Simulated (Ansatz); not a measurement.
# MgAl18: the cost of one run

Program: Ansatz 0.2.0. Level of theory: DFT LDA, plane waves, PAW, scalar-relativistic, no spin polarisation. These are calculated values, not measurements.

## 1. The system as given

The cell holds 19 atoms (Al18Mg): a = 12.150 Å, b = 5.728 Å, c = 13.864 Å, α = 90.00°, β = 90.00°, γ = 90.00°.

Its coordinates follow in the input file.

## 2. End point A

input.yaml

```yaml
crystal:
  lattice:
    - [12.15, 0.0, 0.0]
    - [0.0, 5.727565, 0.0]
    - [0.0, 0.0, 13.863782]
  atoms:
    - { symbol: Al, position: [0.0, 0.0, 0.0721304] }
    - { symbol: Al, position: [0.3333333, 0.0, 0.0721304] }
    - { symbol: Al, position: [0.6666667, 0.0, 0.0721304] }
    - { symbol: Al, position: [0.0, 0.5, 0.0721304] }
    - { symbol: Al, position: [0.3333333, 0.5, 0.0721304] }
    - { symbol: Al, position: [0.6666667, 0.5, 0.0721304] }
    - { symbol: Al, position: [0.1666667, 0.25, 0.1754133] }
    - { symbol: Al, position: [0.5, 0.25, 0.1754133] }
    - { symbol: Al, position: [0.8333333, 0.25, 0.1754133] }
    - { symbol: Al, position: [0.1666667, 0.75, 0.1754133] }
    - { symbol: Al, position: [0.5, 0.75, 0.1754133] }
    - { symbol: Al, position: [0.8333333, 0.75, 0.1754133] }
    - { symbol: Al, position: [0.0, 0.0, 0.2786961] }
    - { symbol: Al, position: [0.3333333, 0.0, 0.2786961] }
    - { symbol: Al, position: [0.6666667, 0.0, 0.2786961] }
    - { symbol: Al, position: [0.0, 0.5, 0.2786961] }
    - { symbol: Al, position: [0.3333333, 0.5, 0.2786961] }
    - { symbol: Al, position: [0.6666667, 0.5, 0.2786961] }
    - { symbol: Mg, position: [0.1680512, -0.0040247, 0.4078095] }
basis:
  ecutwfc: 420.0
kpoints:
  mp_grid: { grid: [2, 3, 1] }
hamiltonian:
  xc: lda
scf:
  occupations: { method: fermi_dirac, width: 0.15 }
  lower_state_search: "off"
relax:
  f_tol: 0.03
  max_steps: 60
  adjacent_minimum: "off"
  constraints: [{ sites: [0, 1, 2, 3, 4, 5] }]
```

Run with:

```
> ansatz run input.yaml --threads 2 --pin off --max-ram 5120MiB --backend cpu --events-out ev --progress --plain --runs-dir out
```

**Question.** How long does this run take on 2 threads of Intel Xeon Platinum 8488C (Sapphire Rapids), shared host, and how much memory does it need?

About 36 s, with a peak of 0.93 GiB.
